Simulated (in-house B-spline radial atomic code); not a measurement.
# Ca³⁺: ionisation energy by several methods

How far do functionals differ on the ionisation energy of Ca³⁺? Each run solves Ca³⁺ and then the next ion ([Ne] 3s2 3p4).

Method: non-relativistic, several functionals, spin-polarised, exact exchange averaged over the configuration; spherical all-electron atom at the radial basis limit. Code: in-house B-spline radial atomic code version 1.

### Step 1. Starting point

* element: calcium (Z = 20)
* charge: +3
* electrons: 17
* configuration: [Ne] 3s2 3p5
* nucleus: point

The outer shells:

[Ne] 3s2 3p5
```
[Ne] core
3s [↑↓]
3p [↑↓][↑↓][↑ ]
```

Where spins are not typed, each open shell is filled with up spins first.

### Step 2. B3LYP, a global hybrid

Input settings:

```ini
Z = 20
electrons = 17.0
configuration = [Ne] 3s2 3p5
hamiltonian = nr
method = b3lyp
spin_polarised = True
exact_exchange = averaged over the configuration
```

Run with:

```sh
python run_scf.py task.json out
```

The settings of every run stand in task.json; they run in order.

### Step 3. PBE0, a global hybrid

Settings: those of step 2 with these lines changed.

```diff
@@ -4,3 +4,3 @@
 hamiltonian = nr
-method = b3lyp
+method = pbe0
 spin_polarised = True
```

### Step 4. CAM-B3LYP, a range-separated hybrid

Settings: those of step 3 with these lines changed.

```diff
@@ -4,3 +4,3 @@
 hamiltonian = nr
-method = pbe0
+method = camb3lyp
 spin_polarised = True
```

### Step 5. B97-1, a global hybrid

Settings: those of step 4 with these lines changed.

```diff
@@ -4,3 +4,3 @@
 hamiltonian = nr
-method = camb3lyp
+method = b97_1
 spin_polarised = True
```

### Step 6. LC-ωPBE, a range-separated hybrid

Settings: those of step 5 with these lines changed.

```diff
@@ -4,3 +4,3 @@
 hamiltonian = nr
-method = b97_1
+method = lc_wpbe
 spin_polarised = True
```

### Step 7. HSE06, a range-separated hybrid

Settings: those of step 6 with these lines changed.

```diff
@@ -4,3 +4,3 @@
 hamiltonian = nr
-method = lc_wpbe
+method = hse06
 spin_polarised = True
```

The tabulated ionisation energy is 67.2732 ± 0.0021 eV (semi-empirical; NIST Atomic Spectra Database). What does each method give, and which comes nearest?

The runs gave:

| method | rung | total energy (hartree) | ΔSCF (eV) | −ε highest (eV) | ΔSCF less tabulated (eV) |
| --- | --- | --- | --- | --- | --- |
| B3LYP | global hybrid | -675.0510 | 67.240 | 60.792 (3p down) | -0.033 |
| PBE0 | global hybrid | -674.8622 | 67.173 | 61.214 (3p down) | -0.101 |
| B97-1 | global hybrid | -674.9851 | 67.186 | 60.827 (3p down) | -0.087 |
| CAM-B3LYP | range-separated hybrid | -675.0653 | 67.207 | 62.747 (3p down) | -0.067 |
| LC-ωPBE | range-separated hybrid | -674.8882 | 67.344 | 64.297 (3p down) | +0.070 |
| HSE06 | range-separated hybrid | -674.8830 | 67.166 | 60.787 (3p down) | -0.108 |

The tabulated ionisation energy is 67.2732 ± 0.0021 eV (semi-empirical; NIST Atomic Spectra Database). B3LYP comes nearest (-0.033 eV) and HSE06 is farthest (-0.108 eV, 0.16 %). These runs lack relativity altogether, which can outweigh the gaps between the methods, so the nearest may be so by luck. Open shells are averaged (over orientations, and over spins where the run is restricted), while tables refer to the lowest levels.
